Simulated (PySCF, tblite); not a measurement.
**C₈H₁₃NO: geometry, infrared bands and NMR shifts**

Wanted: the infrared bands and NMR shifts of C₈H₁₃NO (`CCC[C@@H]1C=C[C@@H]1NC=O`), by calculation.

The runs use tblite 0.8.0 and PySCF 2.14.0, with density-fitted response routines of our own; the level of theory stands in each step. All values are computed, except where a source is named. Atoms are numbered from 0 throughout.

## 1. Starting geometry

23 atoms, charge 0, multiplicity 1; geometry from: force field or distance geometry start.

Bonds of the start (Å): C0–C1 1.51, C1–C2 1.50, C2–C3 1.50, C3–C4 1.47, C4–C5 1.35, C5–C6 1.48, C6–N7 1.44, N7–C8 1.42, C8–O9 1.27, C6–C3 1.49, C0–H10 1.11, C0–H11 1.10, C0–H12 1.10, C1–H13 1.13, C1–H14 1.12, C2–H15 1.11, C2–H16 1.12, C3–H17 1.13, C4–H18 1.10, C5–H19 1.07, C6–H20 1.12, N7–H21 1.04, C8–H22 1.10.

## 2. Relaxing the molecule with GFN2-xTB

The job: settings as JSON, then the geometry in Å.

```
{"job": {"kind": "relax", "xc": "GFN2-xTB", "basis": "xTB"}, "charge": 0, "multiplicity": 1}
C      2.776900     1.026400    -0.013600
C      1.619700     0.165000     0.420700
C      0.846500    -0.435200    -0.714000
C     -0.255900    -1.254600    -0.109100
C     -1.128400    -1.920800    -1.081000
C     -2.257500    -1.289300    -0.698500
C     -1.497800    -0.555200     0.337500
N     -1.495400     0.859200     0.084500
C     -1.800900     1.747200     1.149100
O     -2.076600     1.334500     2.319800
H      3.251700     1.537800     0.853800
H      2.432700     1.798600    -0.717500
H      3.550800     0.368400    -0.436200
H      2.035300    -0.694000     1.031800
H      0.919000     0.756600     1.055600
H      1.491600    -1.092600    -1.330800
H      0.432200     0.356600    -1.382100
H      0.171200    -1.984400     0.643600
H     -0.916700    -2.662200    -1.864400
H     -3.250900    -1.376100    -1.074100
H     -1.749200    -0.792900     1.400000
H     -1.297100     1.295500    -0.841500
H     -1.805800     2.838400     0.976200
```

Started as:

```bash
$ OMP_NUM_THREADS=1 python probes_run.py task.json out
```

The driver reads the jobs from task.json and runs them one after another.

**Question.** This job is followed by: GFN2-xTB harmonic vibrations, gas phase; GIAO PBE0/pcSseg-1 NMR shielding, non-relativistic, gas phase. What will the session give for the following? strongest single infrared mode (GFN2-xTB); zero-point energy (GFN2-xTB); ¹³C shifts against TMS (PBE0/pcSseg-1); ¹H shifts against TMS (PBE0/pcSseg-1, means over atoms taken as alike); ¹⁵N shifts against NH3 (PBE0/pcSseg-1); ¹⁷O shifts against H2O (PBE0/pcSseg-1); surface potential, 1st and 99th percentile.

As calculated:

| quantity | value |
| --- | --- |
| strongest single infrared mode (GFN2-xTB) | 1770 cm⁻¹, 610 km/mol |
| zero-point energy (GFN2-xTB) | 122.3 kcal/mol |
| ¹³C shifts against TMS (PBE0/pcSseg-1) | 160.8, 155.2, 145.7, 52.6, 50.7, 38.6, 24.2, 17.1 ppm |
| ¹H shifts against TMS (PBE0/pcSseg-1, means over atoms taken as alike) | 8.29, 6.60, 6.22, 5.62, 4.66, 3.00, 1.69, 1.59, 1.11, 1.02, 0.77 ppm |
| ¹⁵N shifts against NH3 (PBE0/pcSseg-1) | 141.8 ppm |
| ¹⁷O shifts against H2O (PBE0/pcSseg-1) | 420.1 ppm |
| surface potential, 1st and 99th percentile | -1.99 V and 1.87 V |

**Reading.** Over 69 steps the energy fell by 0.865 eV; of the close pairs, C3–C6 changed most, 1.494 to 1.571 Å. No mode is imaginary among the 63: a minimum at this level. The strongest single mode, at 1770 cm⁻¹, moves mainly C8 and O9. GFN2-xTB is a fitted tight-binding method: band positions and strengths are rough. Its intensities can rank the bands wrongly. C8 (amide carbonyl carbon) lies farthest downfield among carbon, at 160.8 ppm; it is a carbonyl in resonance with an O or N lone pair, the region of acids, esters and amides. At PBE0/pcSseg-1: Shielding is most anisotropic at O9 (span 746 ppm, paramagnetic term -485 ppm).
